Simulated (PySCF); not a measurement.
# Solver options tried on CaF

The same problem is solved with other solver options, one edit a run.

Program: PySCF 2.14.0. Level of theory: method and basis as typed in the scripts. These are calculated values, not measurements.

### 1 The starting structure

CaF: 2 atoms, charge 0, spin multiplicity 2.

Bond lengths: Ca1–F2 2.536 Å.

### 2 The run that the others are compared with

Contents of input.py:

```python
from pyscf import gto, scf, mp

mol = gto.M(
    atom='Ca 0 0 0; F 0 0 2.536',
    basis='6-31g*',
    charge=0,
    spin=1,
    verbose=4,
)
mf = scf.UHF(mol)
mf.kernel()
mp.MP2(mf, frozen=6).kernel()
mf.dip_moment()
print('orbital energies (hartree):', [e[max(0, n-3):n+3].round(4) for e, n in zip(mf.mo_energy, mol.nelec)])
```

Run with:

```bash
$ python input.py
```

Its log is not repeated here.

In short: E(SCF) = -776.159562 Eh, 10 cycles, E(MP2) − E(SCF) = -0.20053 Eh, ⟨S²⟩ = 0.750, μ = 5.88 D (of the SCF density).

The bond length is a typed value, not an optimised one.

### 3 Initial guess sap

Run 1 changes initial guess: minao → sap.

Contents of input.py:

```python
from pyscf import gto, scf, mp

mol = gto.M(
    atom='Ca 0 0 0; F 0 0 2.536',
    basis='6-31g*',
    charge=0,
    spin=1,
    verbose=4,
)
mf = scf.UHF(mol)
mf.init_guess = 'sap'
mf.kernel()
mp.MP2(mf, frozen=6).kernel()
mf.dip_moment()
print('orbital energies (hartree):', [e[max(0, n-3):n+3].round(4) for e, n in zip(mf.mo_energy, mol.nelec)])
```

Run with:

```bash
$ python input.py
```

### 4 Initial guess 1e

Run 2 changes initial guess: minao → 1e.

input.py: that of step 2 with these lines changed.

```diff
@@ -10,2 +10,3 @@
 mf = scf.UHF(mol)
+mf.init_guess = '1e'
 mf.kernel()
```

### 5 Second-order solver on

Run 3 changes second-order solver: off → on.

input.py: that of step 2 with these lines changed.

```diff
@@ -10,2 +10,3 @@
 mf = scf.UHF(mol)
+mf = mf.newton()
 mf.kernel()
```

### 6 Point-group symmetry on

Run 4 changes point-group symmetry: off → on.

input.py: that of step 2 with these lines changed.

```diff
@@ -7,2 +7,3 @@
     spin=1,
+    symmetry=True,
     verbose=4,
```

### 7 DIIS space 20

Run 5 changes DIIS space: default → 20.

input.py: that of step 2 with these lines changed.

```diff
@@ -10,2 +10,3 @@
 mf = scf.UHF(mol)
+mf.diis_space = 20
 mf.kernel()
```

Before running it: what results should come out? Wanted: for each run, E(SCF); from base; gap, α spin; SCF dipole; after the SCF.

**Answer**, as computed:

| run | E(SCF) (hartree) | from base (eV) | cycles | gap, α spin (eV) | SCF dipole (D) | after the SCF |
| --- | --- | --- | --- | --- | --- | --- |
| base | -776.159562 | 0 | 10 | 6.72 | 5.88 | MP2 correlation -5.457 eV, core frozen |
| initial guess sap | -776.159562 | 0.0000 | 9 | 6.72 | 5.88 | MP2 correlation -5.457 eV, core frozen |
| initial guess 1e | -776.159562 | 0.0000 | 14 | 6.72 | 5.88 | MP2 correlation -5.457 eV, core frozen |
| second-order solver on | -776.159562 | 0.0000 | 4 macro | 6.72 | 5.88 | MP2 correlation -5.457 eV, core frozen |
| point-group symmetry on | -776.159562 | 0.0000 | 10 | 6.72 | 5.88 | MP2 correlation -5.457 eV, core frozen |
| DIIS space 20 | -776.159562 | 0.0000 | 10 | 6.72 | 5.88 | MP2 correlation -5.457 eV, core frozen |

Distance from each run's final energy (log10 hartree) by cycle:

| run | cycle 1 | cycle 2 | cycle 3 | cycle 5 | cycle 8 | cycle 12 |
| --- | --- | --- | --- | --- | --- | --- |
| base | -1.0 | -1.3 | -2.6 | -4.6 | -8.8 | done |
| initial guess sap | -1.4 | -1.8 | -4.2 | -6.5 | -10.0 | done |
| initial guess 1e | 1.3 | 1.6 | 0.5 | -0.7 | -3.2 | -8.4 |
| second-order solver on | -1.9 | -3.4 | < -11 | done | done | done |
| point-group symmetry on | -1.0 | -1.3 | -2.6 | -4.6 | -8.8 | done |
| DIIS space 20 | -1.0 | -1.3 | -2.6 | -4.6 | -8.8 | done |

No change of the SCF energy comes from initial guess sap or initial guess 1e or second-order solver on or point-group symmetry on or DIIS space 20. The base needs 10 cycles and the run with initial guess 1e needs 14. The cycles with DIIS space 20 repeat those of the base digit for digit, so the setting never acted.
